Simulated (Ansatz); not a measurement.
# Alloy of SnO2 and TiO2 (6 of 24 Sn sites exchanged), 72 atoms

Wanted: the relaxed alloy cell and its gap (PBEsol and HSE06).

Program: Ansatz 0.2.0, PAW, plane waves. These are calculated values, not measurements.

## 1. Starting point

72 atoms (18 Sn, 6 Ti, 48 O); a = 9.449 Å, b = 9.449 Å, c = 9.431 Å, α = 90.00°, β = 90.00°, γ = 90.00°. All atoms were shaken off their sites by about 0.02 Å along each axis.

Plan of the steps: (2) PBEsol cell relaxation at the single k point (¼, ¼, ¼), on 1 × NVIDIA H100 80GB HBM3 with 4 threads of AMD EPYC 7R13; (3) HSE06 single point at the single k point (¼, ¼, ¼), on 1 × NVIDIA H100 80GB HBM3 with 4 threads of AMD EPYC 7R13.

## 2. PBEsol relaxation of the cell and the positions

in.yaml

```yaml
crystal:
  lattice:
    - [9.449276, 0.000000, 0.000000]
    - [0.000000, 9.449276, 0.000000]
    - [0.000000, 0.000000, 9.431380]
  atoms:
    - { symbol: Sn, position: [0.999851, 0.999194, 0.000195] }
    - { symbol: Sn, position: [0.000693, 0.001440, 0.330844] }
    - { symbol: Sn, position: [0.999524, 0.497991, 0.000099] }
    - { symbol: Sn, position: [0.995917, 0.503042, 0.334844] }
    - { symbol: Sn, position: [0.997539, 0.500712, 0.667908] }
    - { symbol: Sn, position: [0.502524, 0.999606, 0.999525] }
    - { symbol: Sn, position: [0.501479, 0.998869, 0.335772] }
    - { symbol: Sn, position: [0.498100, 0.002820, 0.667852] }
    - { symbol: Sn, position: [0.498052, 0.504343, 0.333579] }
    - { symbol: Sn, position: [0.500443, 0.502207, 0.666160] }
    - { symbol: Sn, position: [0.252393, 0.248450, 0.505778] }
    - { symbol: Sn, position: [0.254434, 0.248763, 0.831222] }
    - { symbol: Sn, position: [0.251071, 0.750603, 0.166320] }
    - { symbol: Sn, position: [0.250662, 0.750753, 0.832644] }
    - { symbol: Sn, position: [0.744173, 0.248662, 0.163997] }
    - { symbol: Sn, position: [0.748442, 0.253134, 0.497086] }
    - { symbol: Sn, position: [0.752733, 0.755188, 0.165880] }
    - { symbol: Sn, position: [0.752583, 0.747131, 0.835163] }
    - { symbol: Ti, position: [0.000886, 0.997733, 0.671309] }
    - { symbol: Ti, position: [0.502290, 0.498010, 0.997301] }
    - { symbol: Ti, position: [0.253935, 0.250625, 0.166708] }
    - { symbol: Ti, position: [0.248648, 0.750718, 0.499641] }
    - { symbol: Ti, position: [0.747707, 0.246779, 0.833655] }
    - { symbol: Ti, position: [0.750810, 0.748528, 0.500387] }
    - { symbol: O, position: [0.155593, 0.153181, 0.997764] }
    - { symbol: O, position: [0.150400, 0.153573, 0.335297] }
    - { symbol: O, position: [0.149908, 0.150665, 0.669997] }
    - { symbol: O, position: [0.154695, 0.655274, 0.000810] }
    - { symbol: O, position: [0.155865, 0.650151, 0.331388] }
    - { symbol: O, position: [0.153377, 0.654124, 0.669500] }
    - { symbol: O, position: [0.649683, 0.153243, 0.002210] }
    - { symbol: O, position: [0.650170, 0.150820, 0.329959] }
    - { symbol: O, position: [0.655965, 0.153920, 0.663691] }
    - { symbol: O, position: [0.653517, 0.648621, 0.998648] }
    - { symbol: O, position: [0.654307, 0.651742, 0.332403] }
    - { symbol: O, position: [0.650114, 0.653620, 0.665839] }
    - { symbol: O, position: [0.349761, 0.350405, 0.996228] }
    - { symbol: O, position: [0.343660, 0.348010, 0.333336] }
    - { symbol: O, position: [0.346609, 0.349649, 0.668175] }
    - { symbol: O, position: [0.350324, 0.848572, 0.000100] }
    - { symbol: O, position: [0.343843, 0.849000, 0.335458] }
    - { symbol: O, position: [0.349816, 0.844866, 0.667082] }
    - { symbol: O, position: [0.846263, 0.345021, 0.002001] }
    - { symbol: O, position: [0.841707, 0.349602, 0.332064] }
    - { symbol: O, position: [0.847634, 0.344332, 0.668188] }
    - { symbol: O, position: [0.842174, 0.850017, 0.004069] }
    - { symbol: O, position: [0.849095, 0.847243, 0.334577] }
    - { symbol: O, position: [0.842223, 0.843772, 0.668031] }
    - { symbol: O, position: [0.097558, 0.401225, 0.168032] }
    - { symbol: O, position: [0.095488, 0.401572, 0.498479] }
    - { symbol: O, position: [0.095748, 0.408055, 0.833133] }
    - { symbol: O, position: [0.101204, 0.904630, 0.170312] }
    - { symbol: O, position: [0.094945, 0.902020, 0.497298] }
    - { symbol: O, position: [0.100536, 0.902284, 0.835657] }
    - { symbol: O, position: [0.598407, 0.402438, 0.167064] }
    - { symbol: O, position: [0.595630, 0.405779, 0.497379] }
    - { symbol: O, position: [0.593009, 0.403564, 0.831200] }
    - { symbol: O, position: [0.596503, 0.902579, 0.166099] }
    - { symbol: O, position: [0.594122, 0.903038, 0.505136] }
    - { symbol: O, position: [0.596677, 0.902100, 0.835330] }
    - { symbol: O, position: [0.401603, 0.095708, 0.165716] }
    - { symbol: O, position: [0.403748, 0.091376, 0.502149] }
    - { symbol: O, position: [0.401932, 0.099187, 0.832612] }
    - { symbol: O, position: [0.406150, 0.596831, 0.166781] }
    - { symbol: O, position: [0.400795, 0.593196, 0.495332] }
    - { symbol: O, position: [0.404491, 0.598598, 0.828094] }
    - { symbol: O, position: [0.900594, 0.098677, 0.168682] }
    - { symbol: O, position: [0.909144, 0.095921, 0.500901] }
    - { symbol: O, position: [0.900357, 0.095327, 0.833044] }
    - { symbol: O, position: [0.901577, 0.598889, 0.167898] }
    - { symbol: O, position: [0.901632, 0.596603, 0.500480] }
    - { symbol: O, position: [0.902943, 0.596522, 0.831987] }
  symmetry: { detect: false }
kpoints:
  mp_grid: { grid: [1, 1, 1], shift: [0.25, 0.25, 0.25] }
hamiltonian:
  xc: pbesol
scf:
  occupations: { method: fermi_dirac, width: 0.01 }
relax:
  f_tol: 0.03
  max_steps: 80
  escape_saddle: false
  adjacent_minimum: "off"
  cell: { fix: [alpha, beta, gamma] }
output:
  forces: true
  eigenvalues: true
  populations: true
```

On the command line:

```sh
$ ansatz run in.yaml --threads 4 --pin off --max-ram 61750MiB --runs-dir r --events-out ev --progress --plain --backend cuda --devices 0, --max-vram 37GiB
```

The program printed:

```text
Pseudopotentials: kind: paw
Functional definition: PBEsol
  exchange = pbesol_x
  correlation = pbesol_c
Crystal: 72 atoms, lattice volume = 842.117 Å³
Basis set: ecut = 420 eV, 16463 PW (Γ), exchange–correlation on 128×128×128 points (8 copies of the dense FFT grid, shifted against one another)
Bands: 378, of which v1, the nominal top of the filled ones, is band 306 counted from 1 (305 counted from 0)
Symmetry: 1 space group operations
k-points: 1
Non-local potential: Sn, projectors of the file, l = 0: 2, l = 1: 2, l = 2: 2, l = 3: 2
Non-local potential: Ti, projectors of the file, l = 0: 3, l = 1: 2, l = 2: 3, l = 3: 1
Non-local potential: O, projectors of the file, l = 0: 2, l = 1: 2, l = 2: 1
PAW form: soft (Blöchl's): semilocal exchange-correlation on the pseudo side does not see the compensation charge
PAW frozen core: Sn, regenerated for the run's functional, and the local potential with it (the file was generated under x = pbe(κ = 0.804, μ = 0.2195149727645171), c = pbe(β = 0.06672455060314922))
PAW frozen core: Ti, regenerated for the run's functional, and the local potential with it (the file was generated under x = pbe(κ = 0.804, μ = 0.2195149727645171), c = pbe(β = 0.06672455060314922))
PAW frozen core: O, regenerated for the run's functional, and the local potential with it (the file was generated under x = pbe(κ = 0.804, μ = 0.2195149727645171), c = pbe(β = 0.06672455060314922))
PAW one-centre angular grid: Sn, 590 points (default); XC on 64 Gauss nodes
PAW one-centre angular grid: Ti, 590 points (default); XC on 64 Gauss nodes
PAW one-centre angular grid: O, 110 points (default); XC on 64 Gauss nodes
Initial density: superposition of atomic densities (neutral atoms: chi_scale 0, normalization atom), corrected by the library's trained network
Initial wavefunctions: pseudopotential atomic-orbital guess
Functional: x = pbesol(κ = 0.804, μ = 0.12345679012345678), c = pbesol(β = 0.046)
SCF iter   1: F=—  HF=-148881.971242 eV  |F-HF|=—  |Δ(HF+E_count)|=         —  Δρ=1.56e-2  dr2=1.60e0  ethr=1.77e-3  ⟨swp⟩=6.0  Hψ=1575  notcnv=0  defer=6
preconditioner: auto → Resta (q_TF=auto, 2.587 Å⁻¹)  ε∞=4.4  [insulator: Δε(μ)=1.936 eV  Ē_g=16.453 eV  σ=0.010 eV  W_gap=1.00  n_scr=250 (ndim 8)  ℏωp=30.4 eV  f_vac=0.026  D(μ)=0.00/eV (n_scr^D=0)  ε∞_Penn≈4.4]
SCF iter   2: F=—  HF=-148881.563207 eV  |F-HF|=—  |Δ(HF+E_count)|=   4.08e-1  Δρ=4.71e-3  dr2=2.24e-1  ethr=2.62e-4  ⟨swp⟩=2.0  Hψ=573  notcnv=0  defer=65
[... 7 lines of SCF cycles left out ...]
SCF iter  10: F=—  HF=-148881.531828 eV  |F-HF|=—  |Δ(HF+E_count)|=   2.60e-8  Δρ=4.09e-6  dr2=1.67e-7  ethr=2.20e-10  ⟨swp⟩=2.0  Hψ=489  notcnv=0  defer=65
SCF iter  11: F=-148881.531828 eV  HF=-148881.531828 eV  |F-HF|=1.59e-8  |Δ(HF+E_count)|=   4.51e-8  Δρ=2.06e-6  dr2=3.99e-8  ethr=1.63e-11  ⟨swp⟩=12.0  Hψ=2076  notcnv=0
SCF 1 converged in 11 iterations: F = -148881.531828 eV  dr2 = 3.99e-8
relax step   1: F+E_penalty+E_count = -148881.53182760 eV  Δ(F+E_penalty+E_count) = +0.000e0 eV  max|allowed force component| = 2.004e0 eV/Å  Δτ_max = 0.0000 Å  P = +1.819 GPa  Ω = 842.117 Å³  fix = [alpha, beta, gamma]  reactions: alpha +0.146, beta +0.307, gamma -0.234 GPa/rad  (11 SCF iters, dr2 threshold 1.00e-7 eV, accepted)
[... 13 lines left out ...]
relax step   2: F+E_penalty+E_count = -148884.30165590 eV  Δ(F+E_penalty+E_count) = -2.770e0 eV  max|allowed force component| = 5.891e-1 eV/Å  Δτ_max = 0.1169 Å  P = -0.643 GPa  Ω = 846.727 Å³  energy of the carried Pulay correction = -2.475e-2 eV  fix = [alpha, beta, gamma]  reactions: alpha +0.025, beta +0.114, gamma -0.089 GPa/rad  (9 SCF iters, dr2 threshold 7.20e-6 eV, accepted)
[... 3 lines left out ...]
relax step   3: F+E_penalty+E_count = -148884.57547888 eV  Δ(F+E_penalty+E_count) = -2.738e-1 eV  max|allowed force component| = 2.504e-1 eV/Å  Δτ_max = 0.0460 Å  P = +0.140 GPa  Ω = 843.569 Å³  energy of the carried Pulay correction = -7.812e-3 eV  fix = [alpha, beta, gamma]  reactions: alpha +0.023, beta +0.023, gamma -0.039 GPa/rad  (7 SCF iters, dr2 threshold 7.20e-6 eV, accepted)
[... 3 lines left out ...]
relax step   4: F+E_penalty+E_count = -148884.65127044 eV  Δ(F+E_penalty+E_count) = -7.579e-2 eV  max|allowed force component| = 1.179e-1 eV/Å  Δτ_max = 0.0513 Å  P = -0.027 GPa  Ω = 844.127 Å³  energy of the carried Pulay correction = -1.081e-2 eV  fix = [alpha, beta, gamma]  reactions: alpha -0.002, beta +0.007, gamma -0.027 GPa/rad  (7 SCF iters, dr2 threshold 3.92e-6 eV, accepted)
[... 2 lines left out ...]
relax step   5: F+E_penalty+E_count = -148884.65945468 eV  Δ(F+E_penalty+E_count) = -8.184e-3 eV  max|allowed force component| = 2.234e-1 eV/Å  Δτ_max = 0.0613 Å  P = +0.047 GPa  Ω = 844.462 Å³  energy of the carried Pulay correction = -1.261e-2 eV  fix = [alpha, beta, gamma]  reactions: alpha -0.026, beta +0.028, gamma +0.091 GPa/rad  (8 SCF iters, dr2 threshold 8.69e-7 eV, accepted)
[... 10 lines left out ...]
relax step   6: F+E_penalty+E_count = -148884.66404165 eV  Δ(F+E_penalty+E_count) = -4.587e-3 eV  max|allowed force component| = 2.683e-2 eV/Å  Δτ_max = 0.0165 Å  P = -0.017 GPa  Ω = 844.679 Å³  energy of the carried Pulay correction = -1.377e-2 eV  fix = [alpha, beta, gamma]  reactions: alpha -0.027, beta +0.034, gamma +0.120 GPa/rad  (6 SCF iters, dr2 threshold 3.12e-6 eV, accepted)
[... 11 lines left out ...]
relax step   7: F+E_penalty+E_count = -148884.67609039 eV  Δ(F+E_penalty+E_count) = -1.205e-2 eV  max|allowed force component| = 2.701e-2 eV/Å  Δτ_max = 0.0000 Å  P = +0.012 GPa  Ω = 844.679 Å³  fix = [alpha, beta, gamma]  reactions: alpha -0.024, beta +0.036, gamma +0.127 GPa/rad  stress off target by 4.68e-2 GPa on what of the cell is left free  SCF on the basis re-selected at this cell (its ene [...]
SCF converged after 7 iterations
Free energy (F): -148884.676090 eV
Harris-Foulkes:  -148884.676090 eV  (|F-HF|=2.91e-11)
Internal energy: -148884.676090 eV  (E = F + TS)
E sigma→0 (E₀):  -148884.676090 eV
Fermi energy:    10.189150 eV
--- Per-component energies (eV) ---
  E_band       = -2403.075048
  E_kinetic    = 13442.510122
  E_local      = -35263.778317  (includes V_loc(G=0)·N_el)
  E_nonlocal   = 1851.297404
  E_hartree    = 16947.889003
  E_xc         = -10852.750427
  E_vxc        = -6913.107201  (∫ρ·V_xc dr)
  E_paw        = -86813.029188  (= ΣΔE_a)
  E_vpaw       = -9415.894565  (= ΣTr[D̂ρ^β])
  E_aug_tail   = 0.119421  (compensation charges beyond the density's cutoff)
  E_ewald      = -48204.591349
  E_core_change = 7.657241  (= ΣΔE_core)
  E_smearing   = -0.000000  (= −TS)
  E_closure    = 0.000000  (closes the sum)
  Σ components = -148884.676090   (vs F -148884.676090, Δ=0.00e0)
--- Forces (eV/Å), atoms counted from 1 ---
  atom   1  Sn     0.00738384    -0.00140997    -0.00396203
  atom   2  Sn     0.01156279    -0.00698340    -0.01115590
  atom   3  Sn     0.00706667     0.00051940     0.00241218
  atom   4  Sn     0.00819074     0.00080388     0.00407723
  atom   5  Sn     0.00844905     0.00501256    -0.00434321
  atom   6  Sn    -0.00408370    -0.00257024     0.00331391
  atom   7  Sn    -0.00935638    -0.00014533     0.00049362
  atom   8  Sn    -0.00611319    -0.00601466    -0.00445151
  atom   9  Sn    -0.00925682     0.00292510     0.00171735
  atom  10  Sn    -0.01093951     0.00482621    -0.01531867
  atom  11  Sn     0.00461366     0.00478861    -0.00178758
  atom  12  Sn    -0.00033565     0.00220006    -0.00207763
  atom  13  Sn     0.00668174    -0.00536209     0.00059549
  atom  14  Sn     0.00271191    -0.00367803    -0.00475556
  atom  15  Sn    -0.00630599     0.00885259     0.00387846
  atom  16  Sn    -0.00002784     0.00155814     0.00184982
  atom  17  Sn    -0.00690389    -0.00569759    -0.00369118
  atom  18  Sn    -0.00600387    -0.00392256     0.00412611
  atom  19  Ti     0.00904621     0.00168415    -0.01661219
  atom  20  Ti    -0.00955738     0.00707748    -0.00253619
  atom  21  Ti     0.00828264     0.01030133     0.00068123
  atom  22  Ti     0.01249797    -0.01482662    -0.00100837
  atom  23  Ti     0.00548740    -0.00207706    -0.01633296
  atom  24  Ti    -0.00883362    -0.00974781    -0.00364176
  atom  25  O     -0.00482420    -0.00357115    -0.00456765
  atom  26  O     -0.00841953    -0.01185685     0.00240936
  atom  27  O     -0.01165780    -0.01074489     0.00018482
  atom  28  O     -0.00375990    -0.00118875    -0.00063194
  atom  29  O     -0.00754634     0.00006007    -0.00244991
  atom  30  O     -0.00713496     0.00103847     0.00462092
  atom  31  O      0.00570032     0.00170014    -0.00966114
  atom  32  O      0.00237159    -0.00286068    -0.00025521
  atom  33  O      0.01228888     0.00380040     0.00706304
  atom  34  O      0.00637921     0.00927322    -0.00027264
  atom  35  O      0.00785412     0.00488184     0.00587695
  atom  36  O      0.00552566     0.00265452    -0.00159790
  atom  37  O     -0.00764981    -0.00434306     0.00308074
  atom  38  O      0.00122180    -0.00103818    -0.00043055
  atom  39  O      0.00415170     0.00107535     0.00327855
  atom  40  O      0.00073984     0.00145601     0.00024606
  atom  41  O     -0.00143480     0.00764256    -0.00010910
  atom  42  O     -0.00183604     0.00671273     0.00124489
  atom  43  O     -0.00364190    -0.00627175    -0.00745386
  atom  44  O      0.00061056    -0.00140223     0.00082370
  atom  45  O     -0.00410082    -0.01134419     0.00596429
  atom  46  O      0.00337948     0.00329407    -0.00027776
  atom  47  O      0.00751674     0.00882391    -0.00658640
  atom  48  O      0.00174186     0.00240190     0.00295564
  atom  49  O     -0.00300395     0.00215158    -0.00259177
  atom  50  O      0.00098372    -0.00445433     0.00016220
  atom  51  O     -0.00526527    -0.00715312     0.00139118
  atom  52  O     -0.00294667    -0.00006925     0.00420695
  atom  53  O     -0.02593420     0.02521754     0.02701240
  atom  54  O      0.00410605    -0.00613431     0.01428945
  atom  55  O      0.00769305    -0.00983060     0.00940815
  atom  56  O      0.00657422    -0.00334161     0.00750352
  atom  57  O     -0.00552644     0.00596706     0.01104477
  atom  58  O      0.00078382    -0.00035154    -0.00059939
  atom  59  O      0.00578348    -0.00176853     0.00231417
  atom  60  O      0.00790919     0.00305172    -0.00013274
  atom  61  O      0.00419704    -0.00337333    -0.00237104
  atom  62  O     -0.00136275     0.00467377     0.00088662
  atom  63  O      0.00130059     0.00337548     0.00220406
  atom  64  O      0.00476764    -0.00322763    -0.00659222
  atom  65  O     -0.00158047     0.00442776    -0.00242982
  atom  66  O      0.00588174    -0.00368249    -0.00222024
  atom  67  O     -0.00350310     0.00282975    -0.00086416
  atom  68  O      0.00417819    -0.00751669     0.00008821
  atom  69  O     -0.00367446     0.00336197     0.00194766
  atom  70  O     -0.00035947     0.00418755    -0.00406271
  atom  71  O     -0.01000325     0.00182820     0.00147336
  atom  72  O     -0.00273044     0.00152431     0.00300701
  max |Σ_I F_I| component: 1.14e-6 eV/Å
--- Stress (GPa, compression-positive) ---
       -0.011654      -0.127371      -0.036361
       -0.127371      -0.000192       0.023910
       -0.036361       0.023910       0.046837
  P = ⅓ Tr σ = 0.0117 GPa (0.117 kbar)
--- Band table (eV) ---
  k-point 0: bands = [... 294 lower levels ..., "8.2709", "8.3156", "8.3399", "8.3818", "8.3904", "8.4366", "8.4765", "8.5266", "8.5388", "8.5871", "8.6616", "8.9461", "11.4322", "11.5034", "11.5453", "11.5997", "11.7020", "11.7551", "11.8481", "11.9662", "12.0111", "12.0511", "12.1363", "12.1714", ... 60 higher levels ...]
--- Relaxed structure (6 steps of the walk, 6 accepted, 1 SCFs on fresh bases) ---
  F+E_penalty+E_count = -148884.67609039 eV   max|allowed force component| = 2.701e-2 eV/Å   (the final SCF, on the basis selected at the relaxed cell)
  cell:  # Å, volume = 844.6793 Å³
    - [9.456356604779536, 2.204040742775967e-112, 2.1175942099618546e-112]
    - [2.204040742775967e-112, 9.4475689009976, 2.582021752314844e-112]
    - [2.113583694660844e-112, 2.5771316568959545e-112, 9.45470363127662]
  atoms:
    - { symbol: Sn, position: [1.0001519037337332, 1.001538735984185, -0.0023157449850512474] }
    - { symbol: Sn, position: [0.001648169810285842, 0.0009263414561812288, 0.3363539564148163] }
[... 70 atoms left out; the next input holds them all, rounded ...]
--- Löwdin populations: 72 sites ---
  site symbol       q [e]
     0     Sn     12.3127
     1     Sn     12.3186
     2     Sn     12.2974
     3     Sn     12.3036
     4     Sn     12.3006
     5     Sn     12.2970
     6     Sn     12.3035
     7     Sn     12.3007
     8     Sn     12.3182
     9     Sn     12.3155
    10     Sn     12.2981
    11     Sn     12.3070
    12     Sn     12.3063
    13     Sn     12.3089
    14     Sn     12.3060
    15     Sn     12.3037
    16     Sn     12.2995
    17     Sn     12.3067
    18     Ti     10.5922
    19     Ti     10.5909
    20     Ti     10.5788
    21     Ti     10.5818
    22     Ti     10.5849
    23     Ti     10.5803
    24      O      6.7496
    25      O      6.7601
    26      O      6.7339
    27      O      6.7867
    28      O      6.7368
    29      O      6.7324
    30      O      6.7389
    31      O      6.7874
    32      O      6.7302
    33      O      6.7336
    34      O      6.7561
    35      O      6.7488
    36      O      6.6887
    37      O      6.7207
    38      O      6.7822
    39      O      6.7866
    40      O      6.7394
    41      O      6.7344
    42      O      6.7404
    43      O      6.7875
    44      O      6.7333
    45      O      6.7815
    46      O      6.7216
    47      O      6.6925
    48      O      6.7468
    49      O      6.7841
    50      O      6.7854
    51      O      6.7821
    52      O      6.6788
    53      O      6.7219
    54      O      6.7267
    55      O      6.7806
    56      O      6.6828
    57      O      6.7832
    58      O      6.7452
    59      O      6.7852
    60      O      6.7464
    61      O      6.7844
    62      O      6.7849
    63      O      6.7709
    64      O      6.7225
    65      O      6.7454
    66      O      6.7851
    67      O      6.7400
    68      O      6.6924
    69      O      6.7838
    70      O      6.7439
    71      O      6.7845
  spilling = 0.004897 (of n_electrons = 612.000000)
```

Wall time 24 s (1 × NVIDIA H100 80GB HBM3 with 4 threads of AMD EPYC 7R13, shared host); peak host memory 1.4 GiB.

Recorded steps of the relaxation (solves on a freshly chosen basis count as rows, and their energies jump a little):

| accepted step | energy change (eV) | largest force component (eV/Å) | SCF cycles | pressure (GPa) |
| --- | --- | --- | --- | --- |
| 1 | 0.000 | 2.004 | 11 | 1.82 |
| 2 | -2.770 | 0.589 | 9 | -0.64 |
| 3 | -3.044 | 0.250 | 7 | 0.14 |
| 4 | -3.119 | 0.118 | 7 | -0.03 |
| 5 | -3.128 | 0.223 | 8 | 0.05 |
| 6 | -3.132 | 0.027 | 6 | -0.02 |
| 7 | -3.144 | 0.027 | 7 | 0.01 |

Largest shifts, less the median shift:

| atom | shift (Å) | dx | dy | dz |
| --- | --- | --- | --- | --- |
| O33 | 0.141 | -0.029 | 0.029 | 0.135 |
| O66 | 0.138 | -0.002 | -0.031 | 0.135 |
| O53 | 0.137 | 0.051 | 0.021 | 0.125 |
| O29 | 0.137 | -0.014 | 0.058 | 0.123 |
| O37 | 0.133 | -0.005 | -0.029 | 0.130 |
| O54 | 0.133 | -0.068 | 0.023 | -0.112 |
| O57 | 0.132 | 0.031 | -0.009 | 0.128 |
| O31 | 0.127 | 0.067 | 0.000 | -0.108 |

|  | before | after | change |
| --- | --- | --- | --- |
| a (Å) | 9.449 | 9.456 | +0.07 % |
| b (Å) | 9.449 | 9.448 | -0.02 % |
| c (Å) | 9.431 | 9.455 | +0.25 % |
| volume (Å³/atom) | 11.696 | 11.732 | +0.30 % |

Bond lengths by pair after relaxation (within a distance cut, which drops stretched bonds):

| pair | count | mean (Å) | spread (Å) | least | most |
| --- | --- | --- | --- | --- | --- |
| O–Sn | 108 | 2.065 | 0.016 | 2.036 | 2.102 |
| O–Ti | 36 | 1.979 | 0.060 | 1.873 | 2.169 |

At the single k point (¼, ¼, ¼) the filled levels end at 8.946 eV and the empty ones begin at 11.432 eV, a spacing of 2.49 eV.

(Part 1 of 2 ends here.)
